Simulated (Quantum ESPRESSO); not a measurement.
# C in Quantum ESPRESSO: relaxation of the atoms with LDA

Aim: the relaxation of the atoms of C with LDA.

Everything below comes from runs of Quantum ESPRESSO 7.5. Logs are shortened: lines on timing, memory, paths and dates and some standing lists are left out, and cuts for length are marked.

### Step 1. Starting point

The cell holds a sheet with vacuum, 2 atoms: a = 2.559 Å, b = 2.486 Å, c = 16.000 Å, α = 90.00°, β = 90.00°, γ = 120.98°.

The cell was built by a generator and needn't be a form met in nature.

### Step 2. Relaxation of the atoms, LDA

Contents of pw.in:

```
&CONTROL
  calculation = 'relax'
  prefix = 'pwscf'
  outdir = './tmp'
  pseudo_dir = './pseudo'
  tprnfor = .true.
  disk_io = 'low'
  nstep = 40
  forc_conv_thr = 0.0004
  etot_conv_thr = 1d-05
/
&SYSTEM
  ibrav = 0
  nat = 2
  ntyp = 1
  ecutwfc = 82
  nbnd = 9
  occupations = 'smearing'
  smearing = 'mv'
  degauss = 0.00734986
/
&ELECTRONS
  conv_thr = 4d-10
  electron_maxstep = 120
  mixing_beta = 0.5
/
&IONS
  ion_dynamics = 'bfgs'
/
ATOMIC_SPECIES
C     12.0110 C.upf
CELL_PARAMETERS angstrom
   2.5594400000    0.0000000000    0.0000000000
  -1.2797200000    2.1312885187    0.0000000000
   0.0000000000    0.0000000000   16.0000000000
ATOMIC_POSITIONS crystal
C      0.0000000000    0.0000000000    0.5000000000
C      0.3333333333    0.6666666667    0.5000000000
K_POINTS automatic
18 18 1 0 0 0
```

Potentials or basis: PseudoDojo 0.4.1 SR LDA standard.

Launch:

```sh
$ OMP_NUM_THREADS=1 pw.x -in pw.in > pw.out
```

pw.out:

```text
This program is part of the open-source Quantum ESPRESSO suite
     for quantum simulation of materials; please cite
[... 9 lines left out ...]
     --------------------
     sticks:   dense  smooth     PW     G-vecs:    dense   smooth      PW
     Sum         507     507    159                59137    59137   10067

     Using Slab Decomposition

     bravais-lattice index     =            0
     lattice parameter (alat)  =       4.8366  a.u.
     unit-cell volume          =     588.9844 (a.u.)^3
     number of atoms/cell      =            2
     number of atomic types    =            1
     number of electrons       =         8.00
     number of Kohn-Sham states=            9
     kinetic-energy cutoff     =      82.0000  Ry
     charge density cutoff     =     328.0000  Ry
     scf convergence threshold =      4.0E-10
     mixing beta               =       0.5000
     number of iterations used =            8  plain     mixing
     energy convergence thresh.=      1.0E-05
     force convergence thresh. =      4.0E-04
     Exchange-correlation= SLA  PW   NOGX NOGC
                           (   1   4   0   0   0   0   0)
     nstep                     =           40

     celldm(1)=   4.836641  celldm(2)=   0.000000  celldm(3)=   0.000000
     celldm(4)=   0.000000  celldm(5)=   0.000000  celldm(6)=   0.000000

     crystal axes: (cart. coord. in units of alat)
               a(1) = (   1.000000   0.000000   0.000000 )
               a(2) = (  -0.500000   0.832717   0.000000 )
               a(3) = (   0.000000   0.000000   6.251367 )

     reciprocal axes: (cart. coord. in units 2 pi/alat)
               b(1) = (  1.000000  0.600444 -0.000000 )
               b(2) = (  0.000000  1.200889  0.000000 )
               b(3) = (  0.000000 -0.000000  0.159965 )

     PseudoPot. # 1 for C  read from file:
     C.upf
     Pseudo is Norm-conserving + core correction, Zval =  4.0
     Generated using ONCVPSP code by D. R. Hamann
     Using radial grid of 1234 points,  4 beta functions with:
                l(1) =   0
                l(2) =   0
                l(3) =   1
                l(4) =   1

     atomic species   valence    mass     pseudopotential
     C                 4.00    12.01100     C ( 1.00)

      8 Sym. Ops., with inversion, found ( 4 have fractional translation)

   Cartesian axes

     site n.     atom                  positions (alat units)
         1        C      tau(   1) = (   0.0000000   0.0000000   3.1256837  )
         2        C      tau(   2) = (  -0.0000000   0.5551445   3.1256837  )

     number of k points=    91  Marzari-Vanderbilt smearing, width (Ry)=  0.0073
                       cart. coord. in units 2pi/alat
        k(    1) = (   0.0000000   0.0000000   0.0000000), wk =   0.0061728
        k(    2) = (   0.0000000   0.0667160   0.0000000), wk =   0.0123457
        k(    3) = (   0.0000000   0.1334321   0.0000000), wk =   0.0123457
        k(    4) = (   0.0000000   0.2001481   0.0000000), wk =   0.0123457
        k(    5) = (   0.0000000   0.2668641   0.0000000), wk =   0.0123457
        k(    6) = (   0.0000000   0.3335802   0.0000000), wk =   0.0123457
[... 83 lines left out ...]
        k(   90) = (  -0.5000000  -0.1000740   0.0000000), wk =   0.0246914
        k(   91) = (  -0.5000000  -0.0333580   0.0000000), wk =   0.0246914

     Dense  grid:    59137 G-vectors     FFT dimensions: (  27,  27, 180)

     Initial potential from superposition of free atoms

     starting charge       7.9999, renormalised to       8.0000

     negative rho (up, down):  1.736E-05 0.000E+00
     Starting wfcs are    8 randomized atomic wfcs +    1 random wfcs

     Self-consistent Calculation

     iteration #  1     ecut=    82.00 Ry     beta= 0.50
     Davidson diagonalization with overlap
     ethr =  1.00E-02,  avg # of iterations =  7.6
[... 548 lines left out ...]
     atom    1 type  1   force =     0.00000000   -0.01118792    0.00000000
     atom    2 type  1   force =     0.00000000    0.01118792    0.00000000

     Total force =     0.015822     Total SCF correction =     0.000000

     BFGS Geometry Optimization
     Energy error            =      2.5E-04 Ry
     Gradient error          =      1.1E-02 Ry/Bohr

     number of scf cycles    =   1
     number of bfgs steps    =   0
[... 10 lines left out ...]
     NEW-OLD atomic charge density approx. for the potential

     negative rho (up, down):  1.764E-06 0.000E+00
     extrapolated charge    8.00002, renormalised to    8.00000

     Self-consistent Calculation

     iteration #  1     ecut=    82.00 Ry     beta= 0.50
     Davidson diagonalization with overlap
     c_bands:  1 eigenvalues not converged
     ethr =  1.00E-06,  avg # of iterations =  6.8
[... 8 lines left out ...]
     iteration #  2     ecut=    82.00 Ry     beta= 0.50
     Davidson diagonalization with overlap
     ethr =  6.67E-07,  avg # of iterations =  1.2
     Minimization algorithm failed to find Fermi energy: reverting to bisection
     Possible cause: smearing is larger than the electronic band-gap.

     negative rho (up, down):  1.717E-07 0.000E+00

     WARNING: integrated charge=     8.00007339, expected=     8.00000000

     total energy              =     -24.11470091 Ry
     estimated scf accuracy    <       0.00000591 Ry
[... 30 lines left out ...]
     iteration #  6     ecut=    82.00 Ry     beta= 0.50
     Davidson diagonalization with overlap
     ethr =  1.53E-09,  avg # of iterations =  1.0
     Minimization algorithm failed to find Fermi energy: reverting to bisection
     Possible cause: smearing is larger than the electronic band-gap.

     WARNING: integrated charge=     8.00018256, expected=     8.00000000

     total energy              =     -24.11470206 Ry
     estimated scf accuracy    <       0.00000010 Ry
[... 567 lines left out ...]
     number of scf cycles    =   2
     number of bfgs steps    =   1

     energy             old  =     -24.1147209075 Ry
     energy             new  =     -24.1147020314 Ry

     CASE: energy            _new > energy            _old

     new trust radius        =       0.0052017345 bohr
     new conv_thr            =       0.0000000004 Ry

ATOMIC_POSITIONS (crystal)
C               -0.0006457688       -0.0012915376        0.5000000000
C                0.3339791021        0.6679582043        0.5000000000
[... 534 lines left out ...]
     number of scf cycles    =   3
     number of bfgs steps    =   1

     energy             old  =     -24.1147209075 Ry
     energy             new  =     -24.1147944191 Ry

     CASE: energy            _new < energy            _old

     new trust radius        =       0.0002014247 bohr
     new conv_thr            =            4.2E-12 Ry

ATOMIC_POSITIONS (crystal)
C               -0.0006707747       -0.0013415493        0.5000000000
C                0.3340041080        0.6680082160        0.5000000000

     NEW-OLD atomic charge density approx. for the potential
     extrapolated charge    8.00010, renormalised to    8.00000

     Self-consistent Calculation

     iteration #  1     ecut=    82.00 Ry     beta= 0.50
     Davidson diagonalization with overlap
     ethr =  1.00E-06,  avg # of iterations =  1.0

     Threshold (ethr) on eigenvalues was too large:
     Diagonalizing with lowered threshold

     Davidson diagonalization with overlap
     ethr =  1.93E-10,  avg # of iterations =  4.2

     WARNING: integrated charge=     8.00005238, expected=     8.00000000
[... 520 lines left out ...]
     atom    1 type  1   force =     0.00000000   -0.00000043    0.00000000
     atom    2 type  1   force =     0.00000000    0.00000043    0.00000000

     Total force =     0.000001     Total SCF correction =     0.000001
     SCF correction compared to forces is large: reduce conv_thr to get better values
     Energy error            =      1.0E-06 Ry
     Gradient error          =      4.3E-07 Ry/Bohr

     bfgs converged in   4 scf cycles and   2 bfgs steps
     (criteria: energy <  1.0E-05 Ry, force <  4.0E-04 Ry/Bohr)

     End of BFGS Geometry Optimization

     Final energy             =     -24.1147954632 Ry

Begin final coordinates

ATOMIC_POSITIONS (crystal)
C               -0.0006707747       -0.0013415493        0.5000000000
C                0.3340041080        0.6680082160        0.5000000000
End final coordinates

=------------------------------------------------------------------------------=
   JOB DONE.
=------------------------------------------------------------------------------=
```

It took 4 min on 1 thread of Arm Neoverse V2, shared host; peak memory 0.17 GiB.

What came out:

```yaml
Free_energy: -328.0985 eV
Energy_gained_by_relaxing: 0.5 meV/atom
Ionic_steps: 4
Band_gap_on_the_k_mesh: 0.42 eV, direct
```

The path:
| step | energy change (eV) | largest force (eV/Å) |
| --- | --- | --- |
| 1 | 0.0000 | 0.2877 |
| 2 | 0.0003 | 0.3034 |
| 3 | -0.0010 | 0.0107 |
| 4 | -0.0010 | 0.0000 |

Final structure:
```yaml
crystal:
  lattice:
    - [2.55944, 0.00000, 0.00000]
    - [-1.27972, 2.13129, 0.00000]
    - [0.00000, 0.00000, 16.00000]
  atoms:
    - { symbol: C, position: [0.99933, 0.99866, 0.50000] }
    - { symbol: C, position: [0.33400, 0.66801, 0.50000] }
```

Caveat: this smearing can shift energies of a crystal with a gap.
